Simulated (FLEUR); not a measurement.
# InSb3 (Fm-3m) in FLEUR: further runs

The runs below take InSb3 through band structure, equation of state, with LDA.

Everything below comes from runs of FLEUR MaX-R8.1 (later development tree). Logs are shortened: lines on timing, memory, paths and dates and some standing lists are left out, and cuts for length are marked.

## 1. Starting point

The structure is cubic, space group Fm-3m (No. 225). The conventional cell has a = 7.589 Å, b = 7.589 Å, c = 7.589 Å, α = 90.00°, β = 90.00°, γ = 90.00°. Around Sb (site symmetry m-3m) lie 8 Sb at 3.29 Å. Sb (site symmetry -43m) has 4 In at 3.29 Å and 4 Sb at 3.29 Å as nearest neighbours. Around In (site symmetry m-3m) lie 8 Sb at 3.29 Å.

The cell comes from a database or a generator and needn't be the stable form of this composition.

## 2. Band structure, LDA

File inp.xml:

```xml
<?xml version="1.0" encoding="UTF-8" standalone="no"?>
<fleurInput fleurInputVersion="0.39">
   <comment>
      InSb3                                                                                               
   </comment>
   <calculationSetup>
      <cutoffs Kmax="4.1" Gmax="12.7" GmaxXC="12.7" numbands="0"/>
      <scfLoop itmax="60" minDistance="0.00001" maxIterBroyd="15" imix="Anderson" alpha="0.05" precondParam="0.0" spinf="2.0" sdNocoIR="T"/>
      <coreElectrons ctail="T" frcor="F" kcrel="0" coretail_lmax="0"/>
      <xcFunctional name="vwn" relativisticCorrections="F"/>
      <magnetism jspins="1"/>
      <soc l_soc="F" theta="0.0" phi="0.0" spav="F"/>
      <expertModes spex="0" secvar="F"/>
      <geometryOptimization l_f="F" forcealpha="1.0" forcemix="BFGS" epsdisp="0.00001" epsforce="0.00001"/>
      <ldaU l_linMix="F" mixParam="0.05" spinf="1.0"/>
   </calculationSetup>
   <cell>
      <bzIntegration valenceElectrons="84.0" mode="hist" fermiSmearingEnergy="0.00183747">
         <kPointListSelection listName="default-1"/>
         <!-- k-points included here -->
         <xi:include xmlns:xi="http://www.w3.org/2001/XInclude" href="kpts.xml"> </xi:include>
      </bzIntegration>
      <!-- symmetry operations included here -->
      <xi:include xmlns:xi="http://www.w3.org/2001/XInclude" href="sym.xml"> </xi:include>
      <bulkLattice scale="1.0">
[... 38 lines left out ...]
         <lo type="SCLO" l="2" n="4" eDeriv="2"/>
         <lo type="SCLO" l="3" n="4" eDeriv="2"/>
      </species>
   </atomSpecies>
   <atomGroups>
      <atomGroup species="Antimony (Sb)">
         <relPos label="                   1">1.000/2.000 1.000/2.000 1.000/2.000</relPos>
         <force calculate="T" relaxXYZ="TTT"/>
      </atomGroup>
      <atomGroup species="Antimony (Sb)">
         <relPos label="                   2">-1.000/4.000 -1.000/4.000 -1.000/4.000</relPos>
         <relPos label="                   3">1.000/4.000 1.000/4.000 1.000/4.000</relPos>
         <force calculate="T" relaxXYZ="TTT"/>
      </atomGroup>
      <atomGroup species="Indium (In)">
         <relPos label="                   4">.0000000000 .0000000000 .0000000000</relPos>
         <force calculate="T" relaxXYZ="TTT"/>
      </atomGroup>
   </atomGroups>
   <output dos="F" band="F" slice="F">
      <checks vchk="F" cdinf="F"/>
      <bandDOS minEnergy="-.5*Htr" maxEnergy="0.5*Htr" sigma="0.015" storeEVData="T"/>
      <vacuumDOS vacdos="F" integ="F" star="F" nstars="0" locx1="0.0" locy1="0.0" locx2="0.0" locy2="0.0" nstm="0" tworkf="0.0"/>
      <unfoldingBand unfoldBand="F" supercellX="1" supercellY="1" supercellZ="1"/>
      <plotting iplot="0" polar="F">
         <plot TwoD="T" vec1="  1.0  0.0  0.0" vec2="  0.0  1.0  0.0" vec3="  0.0  0.0  1.0" zero="  0.0  0.0  0.0" file="plot"/>
      </plotting>
      <chargeDensitySlicing numkpt="0" minEigenval="0.0" maxEigenval="0.0" nnne="0" pallst="F"/>
      <specialOutput eonly="F"/>
      <moessbauerParams electricFieldGradient="T" isomerShift="T" coreHyperfine="T" valenceHyperfine="T"/>
      <magneticCircularDichroism mcd="F" energyLo="-10.0" energyUp="0.0"/>
   </output>
  <!-- We include the file relax.xml here to enable relaxations (see documentation) -->
  <xi:include xmlns:xi="http://www.w3.org/2001/XInclude" href="relax.xml"> <xi:fallback/> </xi:include>
</fleurInput>
```

File crystal.txt:

```
InSb3
&input cartesian=F /
0.0000000000  3.7945550000  3.7945550000
3.7945550000  0.0000000000  3.7945550000
3.7945550000  3.7945550000  0.0000000000
1.8897261246
1.0 1.0 1.0

4
51 0.5000000000  0.5000000000  0.5000000000
51 0.7500000000  0.7500000000  0.7500000000
51 0.2500000000  0.2500000000  0.2500000000
49 0.0000000000  0.0000000000  0.0000000000

&kpt div1=6 div2=6 div3=6 gamma=T /
```

File inp.xml (bands):

```
<?xml version="1.0" encoding="UTF-8" standalone="no"?>
<fleurInput fleurInputVersion="0.39">
   <comment>
      InSb3                                                                                               
   </comment>
   <calculationSetup>
      <cutoffs Kmax="4.1" Gmax="12.7" GmaxXC="12.7" numbands="0"/>
      <scfLoop itmax="60" minDistance="0.00001" maxIterBroyd="15" imix="Anderson" alpha="0.05" precondParam="0.0" spinf="2.0" sdNocoIR="T"/>
      <coreElectrons ctail="T" frcor="F" kcrel="0" coretail_lmax="0"/>
      <xcFunctional name="vwn" relativisticCorrections="F"/>
      <magnetism jspins="1"/>
      <soc l_soc="F" theta="0.0" phi="0.0" spav="F"/>
      <expertModes spex="0" secvar="F"/>
      <geometryOptimization l_f="F" forcealpha="1.0" forcemix="BFGS" epsdisp="0.00001" epsforce="0.00001"/>
      <ldaU l_linMix="F" mixParam="0.05" spinf="1.0"/>
   </calculationSetup>
   <cell>
      <bzIntegration valenceElectrons="84.0" mode="hist" fermiSmearingEnergy="0.00183747">
         <kPointListSelection listName="path-1"/>
         <!-- k-points included here -->
         <xi:include xmlns:xi="http://www.w3.org/2001/XInclude" href="kpts.xml"> </xi:include>
      </bzIntegration>
      <!-- symmetry operations included here -->
      <xi:include xmlns:xi="http://www.w3.org/2001/XInclude" href="sym.xml"> </xi:include>
[... 39 lines left out ...]
         <lo type="SCLO" l="2" n="4" eDeriv="2"/>
         <lo type="SCLO" l="3" n="4" eDeriv="2"/>
      </species>
   </atomSpecies>
   <atomGroups>
      <atomGroup species="Antimony (Sb)">
         <relPos label="                   1">1.000/2.000 1.000/2.000 1.000/2.000</relPos>
         <force calculate="T" relaxXYZ="TTT"/>
      </atomGroup>
      <atomGroup species="Antimony (Sb)">
         <relPos label="                   2">-1.000/4.000 -1.000/4.000 -1.000/4.000</relPos>
         <relPos label="                   3">1.000/4.000 1.000/4.000 1.000/4.000</relPos>
         <force calculate="T" relaxXYZ="TTT"/>
      </atomGroup>
      <atomGroup species="Indium (In)">
         <relPos label="                   4">.0000000000 .0000000000 .0000000000</relPos>
         <force calculate="T" relaxXYZ="TTT"/>
      </atomGroup>
   </atomGroups>
   <output dos="F" band="T" slice="F">
      <checks vchk="F" cdinf="F"/>
      <bandDOS minEnergy="-.5*Htr" maxEnergy="0.5*Htr" sigma="0.015" storeEVData="T"/>
      <vacuumDOS vacdos="F" integ="F" star="F" nstars="0" locx1="0.0" locy1="0.0" locx2="0.0" locy2="0.0" nstm="0" tworkf="0.0"/>
      <unfoldingBand unfoldBand="F" supercellX="1" supercellY="1" supercellZ="1"/>
      <plotting iplot="0" polar="F">
         <plot TwoD="T" vec1="  1.0  0.0  0.0" vec2="  0.0  1.0  0.0" vec3="  0.0  0.0  1.0" zero="  0.0  0.0  0.0" file="plot"/>
      </plotting>
      <chargeDensitySlicing numkpt="0" minEigenval="0.0" maxEigenval="0.0" nnne="0" pallst="F"/>
      <specialOutput eonly="F"/>
      <moessbauerParams electricFieldGradient="T" isomerShift="T" coreHyperfine="T" valenceHyperfine="T"/>
      <magneticCircularDichroism mcd="F" energyLo="-10.0" energyUp="0.0"/>
   </output>
  <!-- We include the file relax.xml here to enable relaxations (see documentation) -->
  <xi:include xmlns:xi="http://www.w3.org/2001/XInclude" href="relax.xml"> <xi:fallback/> </xi:include>
</fleurInput>
```

Potentials or basis: all-electron, FLAPW.

The run is started by

```
> inpgen -f crystal.txt -profile fastHighL
> # inp.xml edited to the form shown
> fleur_MPI
> fleur_MPI   # second run, on inp.xml (bands)
```

The program printed:

```text
Welcome to FLEUR        (www.flapw.de)
      MaX-Release 8.1          (www.max-centre.eu)

 ========== k-point set info ==========
 Selected k-point list: default-1
 k-point list type: mesh
 6 x 6 x 6
 Number of k points: 16

 ------------Calculation Setup---------------------------
 Number of MPI-tasks      :            1
 Number of PE/node        :            1
 Number of OMP-threads    :            1
 Most efficient MPI parallelization for:
           1           2           4           8          16
 Additional eigenvalue parallelization possible
 Number of basis functions:         1049
 Approximate size of matrices (H+S) per k-point:         0.016 GB
 --------------------------------------------------------
 Iteration:     1   Distance:       4.45338443 me/bohr^3
 Iteration:     2   Distance:       4.15033238 me/bohr^3
 Iteration:     3   Distance:       1.61944045 me/bohr^3
 Iteration:     4   Distance:       0.44743845 me/bohr^3
 Iteration:     5   Distance:       0.35060899 me/bohr^3
 Iteration:     6   Distance:       0.08412841 me/bohr^3
 Iteration:     7   Distance:       0.03691943 me/bohr^3
 Iteration:     8   Distance:       0.02877998 me/bohr^3
 Iteration:     9   Distance:       0.00644315 me/bohr^3
 Iteration:    10   Distance:       0.00133120 me/bohr^3
 Iteration:    11   Distance:       0.00083397 me/bohr^3
 Iteration:    12   Distance:       0.00023783 me/bohr^3
 Iteration:    13   Distance:       0.00005603 me/bohr^3
 Iteration:    14   Distance:       0.00001552 me/bohr^3
 Iteration:    15   Distance:       0.00000569 me/bohr^3

 ********************************************************************
 Run finished successfully
 Stop message:
   all done
 ********************************************************************
```

output (bands):

```text
Welcome to FLEUR        (www.flapw.de)
      MaX-Release 8.1          (www.max-centre.eu)

 ========== k-point set info ==========
 Selected k-point list: path-1
 k-point list type: path
 Number of k points: 60

 ------------Calculation Setup---------------------------
 Number of MPI-tasks      :            1
 Number of PE/node        :            1
 Number of OMP-threads    :            1
 Most efficient MPI parallelization for:
           1           2           3           4           5           6          10          12          15          20          30          60
 Additional eigenvalue parallelization possible
 Number of basis functions:         1049
 Approximate size of matrices (H+S) per k-point:         0.016 GB
 --------------------------------------------------------
 Fermi energy correction for metals:
 Fermi energy in bands.* files may not be consistent with last density.
 Please correct it manually (e.g. in band.gnu file).

 Note: Band structure data (together with different weights) is also stored in the banddos.hdf file.
       A convenient way of extracting and plotting the data from that file is by making use of the

 ********************************************************************
 Run finished successfully
 Stop message:
   Charge density postprocessing done.
 ********************************************************************
```

out.xml (last iteration):

```text
<iteration numberForCurrentRun="   15" overallNumber="   15">
         <energyParameters units="Htr">
            <atomicEP atomType="1" spin="1" branch="5s" branchLowest="-5.02" branchHighest="0.47" value="-0.0790431630"/>
            <atomicEP atomType="1" spin="1" branch="5p" branchLowest="-3.29" branchHighest="1.09" value="0.1858489095"/>
            <atomicEP atomType="1" spin="1" branch="5d" branchLowest="-0.78" branchHighest="2.19" value="0.4153770944"/>
            <atomicEP atomType="1" spin="1" branch="4f" branchLowest="-9.99" branchHighest="1.66" value="0.5685911401"/>
            <loAtomicEP atomType="1" spin="1" branch="4p" branchLowest="-27.09" branchHighest="-3.29" value="-3.3030179072"/>
            <loAtomicEP atomType="1" spin="1" branch="4p" branchLowest="-27.09" branchHighest="-3.29" value="-3.3030179072"/>
            <loAtomicEP atomType="1" spin="1" branch="4d" branchLowest="-18.51" branchHighest="-0.78" value="-0.7927460305"/>
            <loAtomicEP atomType="1" spin="1" branch="4d" branchLowest="-18.51" branchHighest="-0.78" value="-0.7927460305"/>
            <loAtomicEP atomType="1" spin="1" branch="5s" branchLowest="-5.02" branchHighest="0.47" value="-0.0790431630"/>
            <loAtomicEP atomType="1" spin="1" branch="4f" branchLowest="-9.99" branchHighest="1.66" value="0.5685920613"/>
            <atomicEP atomType="2" spin="1" branch="5s" branchLowest="-5.01" branchHighest="0.48" value="-0.0733176623"/>
            <atomicEP atomType="2" spin="1" branch="5p" branchLowest="-3.28" branchHighest="1.10" value="0.1904407106"/>
            <atomicEP atomType="2" spin="1" branch="5d" branchLowest="-0.77" branchHighest="2.20" value="0.4192658018"/>
            <atomicEP atomType="2" spin="1" branch="4f" branchLowest="-9.99" branchHighest="1.67" value="0.5723965507"/>
            <loAtomicEP atomType="2" spin="1" branch="4p" branchLowest="-27.09" branchHighest="-3.28" value="-3.2944078816"/>
            <loAtomicEP atomType="2" spin="1" branch="4p" branchLowest="-27.09" branchHighest="-3.28" value="-3.2944078816"/>
            <loAtomicEP atomType="2" spin="1" branch="4d" branchLowest="-18.50" branchHighest="-0.77" value="-0.7842852636"/>
            <loAtomicEP atomType="2" spin="1" branch="4d" branchLowest="-18.50" branchHighest="-0.77" value="-0.7842852636"/>
            <loAtomicEP atomType="2" spin="1" branch="5s" branchLowest="-5.01" branchHighest="0.48" value="-0.0733176623"/>
            <loAtomicEP atomType="2" spin="1" branch="4f" branchLowest="-9.99" branchHighest="1.67" value="0.5723974935"/>
            <atomicEP atomType="3" spin="1" branch="5s" branchLowest="-3.95" branchHighest="0.85" value="0.0785329999"/>
            <atomicEP atomType="3" spin="1" branch="5p" branchLowest="-2.43" branchHighest="1.45" value="0.2743591547"/>
            <atomicEP atomType="3" spin="1" branch="4d" branchLowest="-15.46" branchHighest="-0.20" value="-0.2411859179"/>
            <atomicEP atomType="3" spin="1" branch="4f" branchLowest="-9.99" branchHighest="1.93" value="0.6135390458"/>
            <loAtomicEP atomType="3" spin="1" branch="4s" branchLowest="-28.47" branchHighest="-3.95" value="-3.9523891109"/>
            <loAtomicEP atomType="3" spin="1" branch="4p" branchLowest="-23.38" branchHighest="-2.43" value="-2.4376915554"/>
            <loAtomicEP atomType="3" spin="1" branch="4p" branchLowest="-23.38" branchHighest="-2.43" value="-2.4376915554"/>
            <loAtomicEP atomType="3" spin="1" branch="4d" branchLowest="-15.46" branchHighest="-0.20" value="-0.2517366173"/>
            <loAtomicEP atomType="3" spin="1" branch="4f" branchLowest="-9.99" branchHighest="1.93" value="0.6135410160"/>
         </energyParameters>
         <eigenvalues>
[... 133 lines left out ...]
               <shell n="2" l="0" isomerShift="17946.33227"/>
               <shell n="2" l="1" isomerShift="412.91799"/>
               <shell n="3" l="0" isomerShift="3451.85628"/>
               <shell n="3" l="1" isomerShift="85.63882"/>
               <shell n="3" l="2" isomerShift="0.00001"/>
            </coreIsomerShift>
            <isomerShift atomType="1" nucleusRadius="0.0001171" averageDensity="211910.66260"/>
            <isomerShift atomType="2" nucleusRadius="0.0001171" averageDensity="211909.24746"/>
            <isomerShift atomType="3" nucleusRadius="0.0001148" averageDensity="177002.40430"/>
            <electricFieldGradient atomType="1" VXX="0.00000" VYY="0.00000" VZZ="0.00000" asymParam="0.00000">
            </electricFieldGradient>
            <electricFieldGradient atomType="2" VXX="0.00000" VYY="0.00000" VZZ="0.00000" asymParam="0.00000">
            </electricFieldGradient>
            <electricFieldGradient atomType="3" VXX="0.00000" VYY="0.00000" VZZ="0.00000" asymParam="0.00000">
            </electricFieldGradient>
         </moessbauerParams>
         <totalEnergy                                    value="   -25312.5113117866" units="Htr">
            <sumOfEigenvalues                            value="   -15298.6658551454">
               <coreElectrons value="-15192.4664423700"/>
               <valenceElectrons value="-106.1994127753"/>
            </sumOfEigenvalues>
            <densityCoulombPotentialIntegral value="-41108.4812100403"/>
            <densityEffectivePotentialIntegral value="-41971.0495317968"/>
            <chargeDenXCDenIntegral value="-650.4359145061"/>
            <FockExchangeEnergyValence value="0.0000000000"/>
            <FockExchangeEnergyCore value="0.0000000000"/>
            <atomTypeDependentContributions atomType="1">
               <electronNucleiInteractionDifferentMTs value="7852.8932104514"/>
               <MadelungTerm value="-25.3878632653"/>
            </atomTypeDependentContributions>
            <atomTypeDependentContributions atomType="2">
               <electronNucleiInteractionDifferentMTs value="15706.7702874293"/>
               <MadelungTerm value="-50.2560576018"/>
            </atomTypeDependentContributions>
            <atomTypeDependentContributions atomType="3">
               <electronNucleiInteractionDifferentMTs value="7123.6016841181"/>
               <MadelungTerm value="-21.3093660459"/>
            </atomTypeDependentContributions>
            <tkbTimesEntropy value="0.0011744496"/>
            <freeEnergy value="-25312.5124862363"/>
            <extrapolationTo0K value="-25312.5118990115"/>
         </totalEnergy>
         <densityConvergence units="me/bohr^3">
            <chargeDensity spin="1" distance="0.0000056922"/>
         </densityConvergence>
      </iteration>
```

Wall time 2.6 min (1 thread of Arm Neoverse V2, shared host); peak memory 0.1 GiB.

Results:

- Free energy: -688788.5541 eV
- Band gap along the path: none (metal or under the smearing width)
- Valence electrons inside the program's atomic spheres: Sb 19.02, 19.06; In 19.41 (radii Sb 2.66, In 2.66 bohr)

Levels at the corners of the path, in eV from the Fermi level:
```tsv
point	band 39	band 40	band 41	band 42	band 43	band 44	band 45	band 46
Γ	-2.52	-2.52	-2.45	-2.45	-2.45	-0.79	-0.79	-0.79
X	-5.11	0.19	0.81	0.81	1.06	1.60	1.68	1.68
W	-3.08	-2.60	-2.21	1.07	1.25	1.87	1.87	3.22
K	-2.98	-1.66	-0.86	-0.05	0.84	1.16	2.38	2.87
Γ	-2.52	-2.52	-2.45	-2.45	-2.45	-0.79	-0.79	-0.79
L	-3.48	-2.67	-2.67	-0.39	-0.27	1.83	1.83	2.97
U	-2.98	-1.66	-0.86	-0.05	0.84	1.16	2.38	2.87
W	-3.08	-2.60	-2.21	1.07	1.25	1.87	1.87	3.22
L	-3.48	-2.67	-2.67	-0.39	-0.27	1.83	1.83	2.97
K	-2.98	-1.66	-0.86	-0.05	0.84	1.16	2.38	2.87
U	-2.98	-1.66	-0.86	-0.05	0.84	1.16	2.38	2.87
X	-5.11	0.19	0.81	0.81	1.06	1.60	1.68	1.68
```

Core levels (eV from the Fermi level):
```tsv
atom	levels
1 Sb	1s1/2 -30246.6, 2s1/2 -4598.8, 2p1/2 -4304.4, 2p3/2 -4053.0, 3s1/2 -897.8, 3p1/2 -777.3, 3p3/2 -730.9, 4s1/2 -144.2, 3d3/2 -517.2, 3d5/2 -507.6
2 Sb	1s1/2 -30246.4, 2s1/2 -4598.6, 2p1/2 -4304.2, 2p3/2 -4052.7, 3s1/2 -897.6, 3p1/2 -777.0, 3p3/2 -730.6, 4s1/2 -143.9, 3d3/2 -517.0, 3d5/2 -507.4
3 Sb	1s1/2 -30246.4, 2s1/2 -4598.6, 2p1/2 -4304.2, 2p3/2 -4052.7, 3s1/2 -897.6, 3p1/2 -777.0, 3p3/2 -730.6, 4s1/2 -143.9, 3d3/2 -517.0, 3d5/2 -507.4
4 In	1s1/2 -27699.9, 2s1/2 -4143.8, 2p1/2 -3866.3, 2p3/2 -3655.7, 3s1/2 -782.5, 3p1/2 -670.3, 3p3/2 -632.3, 3d3/2 -433.2, 3d5/2 -425.4
```

Caveat: spin-orbit coupling is left out, which moves the levels of the heavy elements.

## 3. Equation of state, LDA, 25.68 Å³/atom (volume scaled by 0.94)

Changes to inp.xml since step 2:

```diff
@@ -24,3 +24,3 @@
       <xi:include xmlns:xi="http://www.w3.org/2001/XInclude" href="sym.xml"> </xi:include>
-      <bulkLattice scale="1.0">
+      <bulkLattice scale="0.9795861087">
          <bravaisMatrix>
```

Potentials or basis: all-electron, FLAPW.

The run is started by

```
> inpgen -f crystal.txt -profile fastHighL
> # inp.xml edited to the form shown
> fleur_MPI
```

It took 1.9 min on 1 thread of Arm Neoverse V2, shared host; peak memory 0.11 GiB.

It converged, with:

```yaml
Free_energy: -688788.6699 eV
Band_gap_on_the_k_mesh: none (metal or under the smearing width)
Valence_electrons_inside_the_program's_atomic_spheres: Sb 19.07, 19.11; In 19.46 (radii Sb 2.66, In 2.66 bohr)
```

## 4. Equation of state, LDA, 26.23 Å³/atom (volume scaled by 0.96)

Changes to inp.xml since step 3:

```diff
@@ -24,3 +24,3 @@
       <xi:include xmlns:xi="http://www.w3.org/2001/XInclude" href="sym.xml"> </xi:include>
-      <bulkLattice scale="0.9795861087">
+      <bulkLattice scale="0.9864848297">
          <bravaisMatrix>
```

The run is started by

```
> inpgen -f crystal.txt -profile fastHighL
> # inp.xml edited to the form shown
> fleur_MPI
```

It took 2 min on 1 thread of Arm Neoverse V2, shared host; peak memory 0.11 GiB.

The run converged. Its results:

```yaml
Free_energy: -688788.6456 eV
Band_gap_on_the_k_mesh: none (metal or under the smearing width)
Valence_electrons_inside_the_program's_atomic_spheres: Sb 19.05, 19.09; In 19.44 (radii Sb 2.66, In 2.66 bohr)
```

(Continued in part 2 of 2.)
